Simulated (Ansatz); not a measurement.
Run this with the Ansatz DFT code, driven from Python and show what comes out.

Contents of `ch5brga.xyz`:
```text
8

C    -1.07890    0.18820    0.03930
Ga    0.85360   -0.29790   -0.10380
Br    2.16980    1.44420    0.81040
H    -1.34460    0.33380    1.10640
H    -1.69750   -0.62710   -0.38880
H    -1.26530    1.12770   -0.52030
H     1.12390   -1.66090    0.70970
H     1.23900   -0.50790   -1.65300
```

`ch5brga_methods.py`:
```python
"""CH5BrGa(-) at several levels of theory."""

from pathlib import Path

import ansatz
import numpy as np


def main() -> None:
    mol = ansatz.Crystal.molecule_from_extxyz("ch5brga.xyz")

    base = mol.calculation().basis(gaussian="def2-SVP").charge(-1)

    print("functional    E (Ha)        dipole (D)   HOMO (eV)  LUMO (eV)")
    for name in ["cam_b3lyp", "revpbe", "blyp", "r2scan0", "r2scan", "pbe0"]:
        report = base.functional(name).forces().orbitals().run(runs_dir="runs").report
        lines = Path(report["orbitals_path"]).read_text().splitlines()
        field_of = lambda key: [line.split("=")[1].strip() for line in lines if line.startswith(key)]
        orbitals = [(27.211386 * float(e), s, float(n)) for e, s, n in zip(field_of("Ene="), field_of("Spin="), field_of("Occup="))]
        homo = max(e for e, _, n in orbitals if n > 0.5)
        lumo = min(e for e, _, n in orbitals if n < 0.5)
        dipole = 4.803205 * np.linalg.norm(report["charge_distribution"]["dipole_moment_e_ang"])
        print(f"{name:10s} {report['free_energy_ev'] / 27.211386246:14.6f} {dipole:9.3f} {homo:11.3f} {lumo:10.3f}")


if __name__ == "__main__":
    main()
```

`python ch5brga_methods.py` gives:
```text
functional    E (Ha)        dipole (D)   HOMO (eV)  LUMO (eV)
cam_b3lyp    -4539.849992     1.867      -3.370      6.778
revpbe       -4539.252906     1.932      -0.790      5.259
blyp         -4539.676959     1.996      -0.622      5.230
r2scan0      -4539.566232     1.818      -2.315      6.176
r2scan       -4539.595057     1.853      -1.159      5.552
pbe0         -4539.032350     1.859      -2.102      5.901
```

Notes:
- The settings weren't tested for convergence.
- The geometry is a force-field or estimated start, not a minimum of this method, and the basis set is short of its limit. A lower total doesn't mark the better method: functionals have no common bound, and MP2 and coupled cluster aren't variational.
- An ion's dipole depends on the origin; the program takes it about the centre of nuclear charge.
- Levels such as HOMO and LUMO are orbital energies: with these approximate functionals they aren't the ionisation energy and electron affinity, and their gap isn't the fundamental gap.
- Anions want diffuse functions, which this basis lacks.
- Finished in 33 s on 1 thread of Arm Neoverse V2, on a shared host, peak memory 0.33 GiB.
